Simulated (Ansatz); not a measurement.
Working through a single point from an input written key by key of CH₉Ge₂P, SMILES [PH2][GeH2][CH2][GeH3]

Computed with the Python package of Ansatz (0.2.0).

The cells in order, each with its output:

**Cell 1**
```python
import ansatz
```

**Cell 2**
```python
deck = {
    "crystal": {
        "periodic": [False, False, False],
        "atoms": [
            {"symbol": "P", "position_ang": [2.7565, 0.9284, 0.577]},
            {"symbol": "Ge", "position_ang": [0.6306, 0.7975, -0.2479]},
            {"symbol": "C", "position_ang": [-0.3137, -0.6507, 0.64]},
            {"symbol": "Ge", "position_ang": [-2.121, -0.7702, -0.0656]},
            {"symbol": "H", "position_ang": [3.1864, -0.2933, -0.0809]},
            {"symbol": "H", "position_ang": [3.2184, 1.7972, -0.4917]},
            {"symbol": "H", "position_ang": [-0.1105, 2.1337, 0.0113]},
            {"symbol": "H", "position_ang": [0.684, 0.5188, -1.7716]},
            {"symbol": "H", "position_ang": [0.2192, -1.6062, 0.4567]},
            {"symbol": "H", "position_ang": [-0.3543, -0.4518, 1.7305]},
            {"symbol": "H", "position_ang": [-2.8743, -1.9251, 0.642]},
            {"symbol": "H", "position_ang": [-2.8613, 0.5674, 0.1898]},
            {"symbol": "H", "position_ang": [-2.0599, -1.0456, -1.5896]},
        ],
    },
    "basis": {"gaussian": {"orbitals": "def2-SVP"}},
    "hamiltonian": {"xc": "pbe0"},
}
session = ansatz.Session.from_dict(deck)
r = session.plan(threads=1).execute().report
```

**Cell 3**
```python
print("reference energy %16.6f eV" % r["reference_energy_ev"])
print("total energy     %16.6f eV" % r["free_energy_ev"])
print("occupied orbitals outside the frozen core (up, down):", r["n_occupied"], " frozen:", r["n_frozen"], " virtual:", r["n_virtual"])
symbols = ["P", "Ge", "C", "Ge", "H", "H", "H", "H", "H", "H", "H", "H", "H"]
state = r["mean_field"]["state"]
print(f"mean field: {state['energy']['hartree']:.7f} Ha, <S^2> = {abs(state['spin_squared']):.4f}, stability: {state.get('stability', {}).get('kind')}")
```
Output:
```text
reference energy   -123471.776681 eV
total energy       -123471.776681 eV
occupied orbitals outside the frozen core (up, down): [47, 47]  frozen: 0  virtual: [94, 94]
mean field: -4537.5041009 Ha, <S^2> = 0.0000, stability: minimum
```

What to keep in mind:
- Total energies depend on the basis set; only differences at equal settings carry meaning.
- The geometry is a force-field or estimated start, not a minimum of this method, and the basis set is short of its limit.
- Hardware and time: 8.3 s on 1 thread of Arm Neoverse V1, on a shared host, peak memory 0.42 GiB.
